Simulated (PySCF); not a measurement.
# MoF₃: structure of the quartet

Where does quartet MoF₃ go from a trigonal pyramidal start, is the end point a minimum, and what are its modes, charges and moments?

The runs use PySCF 2.14.0; PBE0, basis Mo def2-TZVP with ECP28, F def2-TZVP, scalar-relativistic core potentials, no spin–orbit coupling, density fitting.

### 1 Starting geometry

4 atoms, charge 0, spin multiplicity 4.

Bond lengths: Mo1–F2 2.020 Å, Mo1–F3 2.020 Å, Mo1–F4 2.020 Å. Angles: F2–Mo1–F3 99.8°, F2–Mo1–F4 99.8°, F3–Mo1–F4 99.8°.

Z-matrix (Å, degrees; charge 0 multiplicity 4):
```
Mo
F  1 2.0200
F  1 2.0200 2 99.75
F  1 2.0200 2 99.75 3 -101.77
```

### 2 The SCF at the typed geometry

One driver script runs all steps and calls PySCF; scf.py shows how it sets up the SCF of each step. The optimiser is the driver's own. After this first run the driver tries any further starts and a stability analysis.

The input, scf.py:

```python
from pyscf import gto, scf, dft
mol = gto.M(atom='''
Mo     0.000000     0.000000     0.000000
F      1.783600     0.000000     0.948300
F     -0.891800     1.544600     0.948300
F     -0.891800    -1.544600     0.948300''',
    basis={'Mo': 'def2-TZVP', 'F': 'def2-TZVP'},
    ecp={'Mo': 'def2-TZVP'},
    charge=0, spin=3)
mf = dft.UKS(mol, xc='PBE0')
mf.grids.atom_grid = (50, 194)
aux = {'Mo': 'def2-universal-JKFIT', 'F': 'def2-universal-JKFIT'}
mf = mf.density_fit(auxbasis=aux)
mf.conv_tol = 1e-08
mf.diis_space = 10
mf.max_cycle = 60
mf.init_guess = 'minao'
mf.verbose = 4
mf.kernel()
```

The run is started by

```console
$ OMP_NUM_THREADS=4 python axn.py task.json out
```

After this run come: Relaxation: trigonal pyramidal start, quartet; Hessian and properties.

Q: Predict the outcome of this session. Wanted: minimum; geometry; wavenumbers; dipole moment; highest occupied, lowest empty level; polar-tensor charge of Mo1; zero-point energy; atomisation energy; ⟨S²⟩.

**Answer**, as computed:

| quantity | value |
| --- | --- |
| minimum | quartet, D3h |
| geometry | Mo–F 1.850 Å (×3); F–Mo–F 120.0° (×3) |
| wavenumbers (cm⁻¹) | 152 (a2''), 168 (e'), 677 (a1'), 705 (e') |
| dipole moment | 0.00 D |
| highest occupied, lowest empty level (either spin) | -7.33, -2.69 eV |
| polar-tensor charge of Mo1 | +2.00 e |
| zero-point energy | 15.4 kJ/mol |
| entropy at 298.15 K | 312.4 J/(mol K) |
| atomisation energy (no zero-point energy) | 1458 kJ/mol |
| ⟨S²⟩ | 3.758 |

In words: The trigonal pyramidal start (C3v) ends in a minimum of D3h symmetry. In the infrared the band at 705 cm⁻¹ (e', stretch) leads. The dipole vanishes although Mo1 carries +2.0 e by the polar tensor: the bond dipoles cancel. Most of the spin sits on Mo1 (Mulliken spin 2.94, against 3 for the whole molecule). Other starts or spin states, not run here, may lie lower. One determinant may miss the lowest occupation of an open d or f shell.
